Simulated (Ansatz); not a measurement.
# CH5ClInN: small, medium and large basis sets

Aim: see how fast density functionals converge with the basis set for CH5ClInN.

The runs use Ansatz 0.2.0, Gaussian basis; one geometry, several basis sets.

Levels to be run: PBE0-D4/def2-SVP; ωB97M-V/def2-SVP; PBE0-D4/def2-QZVPP; ωB97M-V/def2-QZVPP; the functionals' def2-TZVPP values are taken from earlier runs.

## 1. The relaxed structure

All runs share one geometry, relaxed beforehand with PBE0-D4 in a triple-zeta def2 set. In takes the def2 core potential; no spin-orbit term is included.

SMILES `C[NH][InH][Cl]`, 9 atoms, charge 0, spin multiplicity 1.

Atoms are counted from 1 here; the program's logs count them from 0.

Bond lengths: C1–N2 1.445 Å, C1–H5 1.097 Å, C1–H6 1.092 Å, C1–H7 1.097 Å, N2–In3 1.988 Å, N2–H8 1.007 Å, In3–Cl4 2.341 Å, In3–H9 1.692 Å. Angles: N2–C1–H5 112.2°, N2–C1–H6 109.9°, N2–C1–H7 112.1°, H5–C1–H6 107.3°, H5–C1–H7 107.8°, H6–C1–H7 107.3°, C1–N2–In3 126.8°, C1–N2–H8 113.6°, In3–N2–H8 119.6°, N2–In3–Cl4 108.7°, N2–In3–H9 131.4°, Cl4–In3–H9 119.8°.

## 2. PBE0-D4 in def2-SVP

Contents of in.yaml:

```yaml
crystal:
  periodic: [false, false, false]
  atoms:
    - {symbol: C, position_ang: [0.674218, 0.508034, -1.025377]}
    - {symbol: N, position_ang: [0.658102, -0.131229, 0.270691]}
    - {symbol: In, position_ang: [-0.947045, -0.653778, 1.321458]}
    - {symbol: Cl, position_ang: [-2.862209, -0.068501, 0.109856]}
    - {symbol: H, position_ang: [1.180302, -0.103758, -1.782617]}
    - {symbol: H, position_ang: [-0.347924, 0.672808, -1.371900]}
    - {symbol: H, position_ang: [1.170641, 1.486140, -0.997919]}
    - {symbol: H, position_ang: [1.576195, -0.310832, 0.643631]}
    - {symbol: H, position_ang: [-1.102282, -1.398894, 2.832177]}
basis:
  gaussian: {orbitals: def2-SVP}
hamiltonian: {xc: pbe0, dispersion: d4}
output: {orbitals: {seedname: orbitals}}
```

Command:

```sh
$ ansatz run in.yaml --threads 4 --pin off --events-out ev --progress --plain --max-ram 10444MiB
```

After this run come: ωB97M-V in def2-SVP; PBE0-D4 in def2-QZVPP; ωB97M-V in def2-QZVPP.

Before running them: what should the planned runs give, taken together? Wanted: PBE0-D4: double and triple zeta above quadruple; ωB97M-V: double and triple zeta above quadruple.

**Answer**, as computed:

| quantity | value |
| --- | --- |
| PBE0-D4: double and triple zeta above quadruple | 8.17, 0.58 eV |
| ωB97M-V: double and triple zeta above quadruple | 8.27, 0.56 eV |

**Reading.** For PBE0-D4 the step from double to triple zeta gains 7.59 eV and the next only 0.58 eV. These are total energies; as a rule much of such shifts cancels in differences, which this series doesn't test.
